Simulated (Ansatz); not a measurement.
# W3O: the cost of one run

Computed with Ansatz 0.2.0 (DFT PBE, scalar-relativistic, plane waves, PAW, unless a step's input says otherwise).

4 further runs of the same task are left out: 2 that didn't finish, 2 set aside as unsound or not needed. Runs told in other sessions of the task aren't counted.

## 1. The starting structure

It takes space group Pm-3n (No. 223, cubic). The conventional cell has a = 4.885 Å, b = 4.885 Å, c = 4.885 Å, α = 90.00°, β = 90.00°, γ = 90.00°. W (site symmetry -4m2) is surrounded by 2 W at 2.44 Å and 4 O at 2.73 Å. O (site symmetry m-3) has 12 W at 2.73 Å in its first shell of neighbours.

As a file:

```xyz
8
Lattice="4.8845 0.0000 0.0000 0.0000 4.8845 0.0000 0.0000 0.0000 4.8845" Properties=species:S:1:pos:R:3 pbc="T T T"
W     2.4423    3.6634    0.0000
W     0.0000    2.4423    3.6634
W     1.2211    0.0000    2.4423
W     2.4423    1.2211    0.0000
W     0.0000    2.4423    1.2211
W     3.6634    0.0000    2.4423
O     2.4423    2.4423    2.4423
O     0.0000    0.0000    0.0000
```

It goes back to an entry of the Materials Project, which need not be the stable form.

It is the result of an earlier relaxation at this level (volume 14.57 Å³/atom; gap on the mesh: none (metal)).

## 2. Zero of energy

Reference values: F = -63432.0217 eV; pressure -0.01 GPa; largest force 0.000 eV/Å; gap on the mesh none (metal). It was computed beforehand with the settings of the runs below.

## 3. Setting up a two-dimensional strain map

The cell is strained by p along both x and y and by q along z, with fractional coordinates fixed.

## 4. Point p = -0.080, q = -0.080

File input.yaml:

```yaml
crystal:
  lattice:
    - [4.493742641, 0.0, 0.0]
    - [0.0, 4.493742641, 0.0]
    - [0.0, 0.0, 4.493742641]
  atoms:
    - { symbol: W, position: [0.5, 0.75, 0.0] }
    - { symbol: W, position: [0.0, 0.5, 0.75] }
    - { symbol: W, position: [0.25, 0.0, 0.5] }
    - { symbol: W, position: [0.5, 0.25, 0.0] }
    - { symbol: W, position: [0.0, 0.5, 0.25] }
    - { symbol: W, position: [0.75, 0.0, 0.5] }
    - { symbol: O, position: [0.5, 0.5, 0.5] }
    - { symbol: O, position: [0.0, 0.0, 0.0] }
basis:
  ecutwfc: 420
kpoints:
  mp_grid: { grid: [8, 8, 8] }
hamiltonian:
  xc: pbe
scf:
  occupations: { method: gaussian, width: 0.15 }
output:
  forces: true
  stress: true
  eigenvalues: true
```

Run with:

```
> ansatz run input.yaml --threads 2 --pin off --max-ram 5120MiB --backend cpu --events-out ev --progress --plain --runs-dir out
```

Q: Estimate wall time and peak memory on 2 threads of Intel Xeon at 2.50GHz (Skylake/Cascade Lake), shared host.

About 9 s, with a peak of 0.47 GiB.
